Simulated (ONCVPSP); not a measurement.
# An ONCV potential for technetium, from input to tests

Task: generate the file, and judge it by its errors in other configurations, its logarithmic derivatives, its ghosts and its cutoff.

Program: ONCVPSP 4.0.1. Reference atom: PBE, scalar-relativistic, spherical and spin-unpolarised. All values are calculated.

### 1 Settings

The settings as typed:

```
element                 : technetium (Tc, Z = 43)
type                    : optimised norm-conserving Vanderbilt (ONCV)
frozen core             : [Kr]
valence charge          : 7
reference configuration : 4d5 5s2
partial waves           : 5s: rc 2.90 bohr, ncon 4, nbas 8, qcut 1.8 1/bohr, 2 projectors, debl 3.6 Ha; p scattering state at 0.11 Ha: rc 2.50 bohr, ncon 4, nbas 8, qcut 3.4 1/bohr, 2 projectors, debl 3.1 Ha; 4d: rc 2.35 bohr, ncon 4, nbas 9, qcut 5.5 1/bohr, 2 projectors, debl 3.8 Ha
local potential         : polynomial inside 1.85 bohr (lpopt 1, dvloc0 -1 Ha)
core correction         : Teter function, fcfact 2.75, rcfact 1.25
```

The nodes and maxima of the atom's own shells, from an earlier all-electron run, set the scale for the radii.

All-electron outer shells of the reference configuration (PBE, scalar-relativistic, ld1.x):

```tsv
shell	level (eV)	outermost node (bohr)	outermost maximum (bohr)
4p	-45.34	0.51	1.03
4d	-6.66	0.50	1.27
5s	-5.04	1.28	2.72
5p	-1.40	1.45	3.67
```

### 2 The generation run

Tc.dat

```
# ATOM AND REFERENCE CONFIGURATION
# atsym  z   nc   nv     iexc    psfile
  Tc 43.00    8    2        4      upf
#
#   n    l    f
    1    0    2.00
    2    0    2.00
    2    1    6.00
    3    0    2.00
    3    1    6.00
    3    2   10.00
    4    0    2.00
    4    1    6.00
    4    2    5.00
    5    0    2.00
#
# PSEUDOPOTENTIAL AND OPTIMIZATION
# lmax
    2
#
#   l,   rc,      ep,       ncon, nbas, qcut
    0    2.90    0.00    4    8    1.80
    1    2.50    0.11    4    8    3.40
    2    2.35    0.00    4    9    5.50
#
# LOCAL POTENTIAL
# lloc, lpopt,  rc(5),   dvloc0
    4    1    1.85   -1.00
#
# VANDERBILT-KLEINMAN-BYLANDER PROJECTORs
# l, nproj, debl
    0    2    3.60
    1    2    3.10
    2    2    3.80
#
# MODEL CORE CHARGE
# icmod, fcfact, rcfact
    3    2.75    1.25
#
# LOG DERIVATIVE ANALYSIS
# epsh1, epsh2, depsh
   -2.00    5.00    0.02
#
# OUTPUT GRID
# rlmax, drl
    6.00    0.01
#
# TEST CONFIGURATIONS
# ncnf
    4
# nvcnf
#   n    l    f
    2
    4    2    5.00
    5    0    1.00
#
    2
    4    2    5.00
    5    0    0.00
#
    2
    4    2    4.00
    5    0    0.00
#
    2
    4    2    4.00
    5    0    2.00
#
```

Run with:

```sh
$ oncvpsp.x < Tc.dat > Tc.out
```

Before running it: what results should come out? Wanted: cutoffs for 1 and 0.1 mHa per electron, occupied waves; bound ghosts; GHOST(+) flags; largest test error; largest phase difference near zero energy, channels read; rms error of d²Exc/dn², without and with the model core; projector energies reset by the program.

The runs gave:

```
                                                quantity                   value
  cutoffs for 1 and 0.1 mHa per electron, occupied waves         13 Ha and 19 Ha
                                            bound ghosts              none found
                                          GHOST(+) flags  s at 57 eV, p at 91 eV
                            largest test error (AE − PS)    +38 meV, for 4d5 5s0
largest phase difference near zero energy, channels read               0.007 rad
 rms error of d²Exc/dn², without and with the model core       8.00 and 4.46 mHa
                 projector energies reset by the program      p: 0.050, 3.150 Ha
```

**Reading.** By total energies transferability is fair: the largest error is 38 meV on 23.0 eV, for 4d5 5s0. By its cutoff, 13 Ha for the looser tolerance, it is soft on the atom at that tolerance. At the looser tolerance the 4d wave is the slowest; 5s needs 10 Ha. No bound ghost shows below the valence levels. Near zero energy the phases of the channels with partial waves that could be evaluated agree within 0.007 rad. The program also flags highly localised states, GHOST(+) (s, p). These are tests on the free atom; a crystal test is still owed.
